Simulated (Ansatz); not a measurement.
# PBE/def2-SVP (core potential) run of SnCl2 (SMILES [Cl][Sn][Cl])

Aim: the vertical singlet–triplet gap of SnCl2 at PBE/def2-SVP (core potential), from 2 runs. 

Program for the calculation: Ansatz 0.2.0.

32 further runs of the same task are left out: 32 set aside as unsound or not needed.

### 1 The structure to begin with

SnCl2 has 3 atoms, charge 0, and is taken as a singlet. As SMILES, `[Cl][Sn][Cl]`. Geometry: relaxed at PBE0-D4/def2-TZVP.

Bond lengths: Cl1–Sn2 2.363 Å, Sn2–Cl3 2.363 Å. Angles: Cl1–Sn2–Cl3 98.4°.

### 2 The energy at PBE/def2-SVP (core potential)

Input file in.yaml:

```yaml
crystal:
  periodic: [false, false, false]
  atoms:
    - symbol: Cl
      position_ang: [1.154200, 1.220700, 0.756000]
    - symbol: Sn
      position_ang: [-0.796900, 0.518900, -0.376600]
    - symbol: Cl
      position_ang: [-0.368200, -1.804500, -0.392600]
basis:
  gaussian:
    orbitals: def2-SVP
hamiltonian:
  xc: pbe
accuracy: high
output: {orbitals: {seedname: orbitals}}
```

Launch:

```
$ ansatz run in.yaml --threads 1 --pin off --max-ram 3480MiB --events-out events.jsonl --progress --plain --runs-dir runs
```

The log of the run:

```text
Warning: RAYON_NUM_THREADS=1 ignored (pool sized by the plan → 1); use --threads N
Functional definition: PBE
  name "PBE"
  parameter kappa = 0.804
  parameter beta = 0.06672455060314922
  exchange = pbe_x(kappa = kappa, mu = beta*pi^2/3)
  correlation = pbe_c(beta = beta)
1269 factors; integrals over basis functions are off by at most 6.3e-9 eV
mean field evaluation 1: about -30860.2456 eV, gradient 2.0e1 eV
mean field evaluation 2: about -30853.0928 eV, gradient 5.1e1 eV
mean field evaluation 4: about -30861.5258 eV, gradient 1.4e0 eV
mean field evaluation 8: about -30861.5331 eV, gradient 1.7e-2 eV
mean field evaluation 16: about -30861.5331 eV, gradient 2.7e-7 eV
mean field -30861.53313673 eV, -1134.1404240764 hartree, gradient 2.7e-8 eV, S^2 0.000000; 0 other end points of the search recorded, 0 dependent functions left out
reference -30861.53313925 eV, -1134.1404241689 hartree; 28, 28 occupied and 34, 34 virtual orbitals, 1269 factors
Total energy: -30861.53313925 eV, -1134.1404241689 hartree
```

Run time: 3.9 s. Hardware: 1 thread of Arm Neoverse V1, shared host; peak memory 0.15 GiB.

### 3 The triplet

Input file run.yaml:

```yaml
crystal:
  periodic: [false, false, false]
  atoms:
    - symbol: Cl
      position_ang: [1.154200, 1.220700, 0.756000]
    - symbol: Sn
      position_ang: [-0.796900, 0.518900, -0.376600]
    - symbol: Cl
      position_ang: [-0.368200, -1.804500, -0.392600]
basis:
  gaussian: {orbitals: def2-SVP}
accuracy: high
magnetization: {spin_polarized: true, initial_magnetization: 2}
hamiltonian: {xc: {name: PBE}}
output: {orbitals: {seedname: orbitals}}
```

Launch:

```
$ ansatz run run.yaml --threads 1 --pin off --max-ram 3480MiB --events-out events.jsonl --progress --plain --runs-dir runs
```

The log of the run (excerpt; [...] marks lines left out):

```text
Warning: RAYON_NUM_THREADS=1 ignored (pool sized by the plan → 1); use --threads N
Functional definition: PBE
  name "PBE"
[...]
1269 factors; integrals over basis functions are off by at most 6.3e-9 eV
[...]
mean field -30858.62735899 eV, -1134.0336387139 hartree, gradient 2.4e-8 eV, S^2 2.002114; 10 other end points of the search recorded, 0 dependent functions left out
reference -30858.62736172 eV, -1134.0336388144 hartree; 29, 27 occupied and 33, 35 virtual orbitals, 1269 factors
Total energy: -30858.62736172 eV, -1134.0336388144 hartree
```

Wall time 20 s (1 thread of Arm Neoverse V1, shared host); peak memory 0.21 GiB.

### 4 Results

At PBE/def2-SVP (core potential):

| quantity | value |
| --- | --- |
| singlet: total energy | -1134.14042 Eh |
| singlet: HOMO energy | -6.73 eV |
| singlet: LUMO energy | -3.59 eV |
| singlet: HOMO–LUMO gap | 3.13 eV |
| triplet: total energy | -1134.03364 Eh |
| triplet: HOMO energy (highest over α and β) | -3.99 eV |
| triplet: ⟨S²⟩ | 2.002 |
| vertical energy of the triplet above the singlet | 2.906 eV |

At this shape the triplet lies 2.91 eV (280 kJ/mol) above the singlet.
